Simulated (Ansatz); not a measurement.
LuAs, space group Fm-3m: relaxations under a series of pressures, run with Ansatz 0.2.0, Python API.

Script `luas.py`:
```python
import warnings

import ansatz as az
import numpy as np
import pandas as pd

def edges_and_angles(cell):
    cell = np.asarray(cell)
    a, b, c = np.linalg.norm(cell, axis=1)
    cosines = cell[1] @ cell[2] / (b * c), cell[0] @ cell[2] / (a * c), cell[0] @ cell[1] / (a * b)
    return (a, b, c, *np.degrees(np.arccos(cosines)))


def main() -> None:
    warnings.simplefilter("ignore", az.DeckWarning)

    luas = (
        az.Lattice.fcc(5.67638149)
        .space_group(225)
        .atom("Lu", (0.5, 0.0, 0.0))
        .atom("As", (0.0, 0.0, 0.0))
        .primitive()
    )

    job = (
        luas.calculation()
        .functional("PBEsol")
        .basis(34 * az.Ry)
        .kpoints(8, 8, 8)
        .occupations("methfessel_paxton")
    )

    rows = []
    for pressure in [-2, 0, 2, 5, 10]:
        done = job.relax(cell=True, pressure=pressure, force_tolerance=0.05).run()
        cell = done.lattice.cell_ang
        n_atoms = len(done.lattice.sites)
        volume = abs(np.linalg.det(cell)) / n_atoms
        enthalpy = done.report["free_energy_ev"] / n_atoms + pressure * volume / 160.21766
        rows.append((pressure, volume, enthalpy, *edges_and_angles(cell)))
        print(f"{pressure} GPa done: {volume:.4f} A^3/atom")

    table = pd.DataFrame(rows, columns=["P_GPa", "V_A3_atom", "H_eV_atom", "a", "b", "c", "alpha", "beta", "gamma"])
    print(table.round(4).to_string(index=False))
    p, v = np.array([row[0] for row in rows], float), np.array([row[1] for row in rows])
    print("mean bulk modulus between rows (GPa):", np.round(-np.diff(p) / np.diff(np.log(v)), 1))


if __name__ == "__main__":
    main()
```

From its runs, with one value withheld:

| P (GPa) | relaxed V (Å³/atom) |
| --- | --- |
| -2 | 22.626 |
| 0 | ? |
| 2 | 21.589 |
| 5 | 20.970 |
| 10 | 20.057 |

What volume does the cell relax to at 0 GPa?

Murnaghan's form V = V0 (1 + B' P / B0)^(-1/B') through the 4 rows shown gives V0 = 22.084 Å³, B0 = 86.7 GPa and B' = 3.68, and so 22.084 Å³ an atom at 0 GPa. The run gave 22.079 Å³, 0.02 % away.

What to keep in mind:
- At a fixed pressure a relaxation lowers the enthalpy F + PV, while F alone can rise.
- The mesh is modest for a metal, so energies can be off by several to tens of meV an atom and pressures by half a GPa or more; differences at equal mesh fare better.
- This cell is a computed structure, which may not be the phase found in nature.
- Symmetry holds the cell in this phase, whether or not it is the stable one at each pressure.
- The whole script took 56 s on 1 thread of Arm Neoverse V2 (shared host), peak memory 0.49 GiB.
